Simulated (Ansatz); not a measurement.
# CH3OSbZn: small, medium and large basis sets

How large a basis does CH3OSbZn need? Two functionals are run in growing sets.

The runs use Ansatz 0.2.0, Gaussian basis; one geometry, several basis sets.

Plan: PBE0-D4/def2-SVP; ωB97M-V/def2-SVP; PBE0-D4/def2-QZVPP; ωB97M-V/def2-QZVPP; the functionals' def2-TZVPP values are taken from earlier runs.

## Step 1: Structure used throughout

All runs share one geometry, relaxed beforehand with PBE0-D4 in a triple-zeta def2 set. Sb takes the def2 core potential; no spin-orbit term is included.

7 atoms, charge 0, spin multiplicity 1.

Atoms are counted from 1 here; the program's logs count them from 0.

Bond lengths: O1–Sb2 1.969 Å, O1–H5 0.961 Å, Sb2–C3 1.954 Å, C3–H6 1.084 Å, C3–H7 1.085 Å. Angles: Sb2–O1–H5 111.3°, O1–Sb2–C3 96.1°, Sb2–C3–H6 120.7°, Sb2–C3–H7 122.1°, H6–C3–H7 117.0°.

## Step 2: PBE0-D4 in def2-SVP

The input, in.yaml:

```yaml
crystal:
  periodic: [false, false, false]
  atoms:
    - {symbol: O, position_ang: [-1.359285, 1.433935, -0.443315]}
    - {symbol: Sb, position_ang: [0.082784, 0.491008, -1.395510]}
    - {symbol: C, position_ang: [0.988357, -0.172505, 0.203673]}
    - {symbol: Zn, position_ang: [-0.282308, -2.908662, 1.366798]}
    - {symbol: H, position_ang: [-1.984980, 1.826186, -1.057517]}
    - {symbol: H, position_ang: [1.900628, -0.753153, 0.121816]}
    - {symbol: H, position_ang: [0.654805, 0.083200, 1.204055]}
basis:
  gaussian: {orbitals: def2-SVP}
hamiltonian: {xc: pbe0, dispersion: d4}
output: {orbitals: {seedname: orbitals}}
```

Started as:

```sh
$ ansatz run in.yaml --threads 4 --pin off --events-out ev --progress --plain --max-ram 10444MiB
```

After this run come: ωB97M-V in def2-SVP; PBE0-D4 in def2-QZVPP; ωB97M-V in def2-QZVPP.

**Question.** What will the summary of the whole plan be? Wanted: PBE0-D4: double and triple zeta above quadruple; ωB97M-V: double and triple zeta above quadruple.

As calculated:

```
                                       quantity           value
PBE0-D4: double and triple zeta above quadruple  12.91, 1.40 eV
ωB97M-V: double and triple zeta above quadruple  13.02, 1.37 eV
```

In words: For PBE0-D4 the step from double to triple zeta gains 11.51 eV and the next only 1.40 eV. Total energies overstate the basis error of differences, where much of it tends to cancel.
